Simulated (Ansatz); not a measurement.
Predict the output of the script below (the Ansatz DFT code, driven from Python).

Script `c2h3b.py`:
```python
import ansatz as az

FIRST = [
    ("B", (-0.8244, 0.6246, -0.3576)),
    ("C", (0.2647, -0.2226, 0.1381)),
    ("C", (1.1326, -0.9171, 0.5246)),
    ("H", (-1.7129, 0.1979, -0.9445)),
    ("H", (-0.8126, 1.8338, -0.2486)),
    ("H", (1.9528, -1.5165, 0.888)),
]
SECOND = [
    ("B", (4.4265, -0.6576, 2.3779)),
    ("C", (3.4992, -0.926, 3.4813)),
    ("C", (2.7403, -1.1431, 4.3542)),
    ("H", (4.062, -0.4043, 1.3201)),
    ("H", (5.6302, -0.7659, 2.4953)),
    ("H", (2.0792, -1.3579, 5.1794)),
]

def energy(atoms, ghosts=()):
    molecule = az.Crystal.molecule()
    for symbol, xyz in atoms:
        molecule = molecule.atom(symbol, xyz)
    calc = (
        molecule.calculation()
        .basis(gaussian="cc-pVDZ")
        .correlation("MP2")
    )
    deck = calc.input()
    if ghosts:
        deck = deck.set(az.key.basis.gaussian.ghost_atoms, [{"symbol": s, "position_ang": list(xyz)} for s, xyz in ghosts])
    return az.Session.from_dict(deck).plan().execute().report["free_energy_ev"]


def main() -> None:
    both = energy(FIRST + SECOND)
    alone = energy(FIRST) + energy(SECOND)
    ghosted = energy(FIRST, SECOND) + energy(SECOND, FIRST)
    print(f"dimer {both:.6f} eV")
    print(f"interaction, uncorrected   {96.485332 * (both - alone):8.3f} kJ/mol")
    print(f"interaction, counterpoise  {96.485332 * (both - ghosted):8.3f} kJ/mol")
    print(f"basis-set superposition    {96.485332 * (alone - ghosted):8.3f} kJ/mol")


if __name__ == "__main__":
    main()
```

```console
$ python c2h3b.py
dimer -5573.711503 eV
interaction, uncorrected     -2.832 kJ/mol
interaction, counterpoise    -0.825 kJ/mol
basis-set superposition       2.008 kJ/mol
```

Uncorrected it is -2.832 kJ/mol, with the counterpoise correction -0.825 kJ/mol; the difference, 2.01 kJ/mol, is the superposition error.

Caveats:
- Total energies depend on the basis set; only differences at equal settings carry meaning.
- The dimer is a generated trial pose of unrelaxed monomers, not a minimum, so the figure is no binding energy, and the basis set is small.
- Hardware and time: 8.4 s on 1 thread of Arm Neoverse N1, on a shared host, peak memory 0.23 GiB.
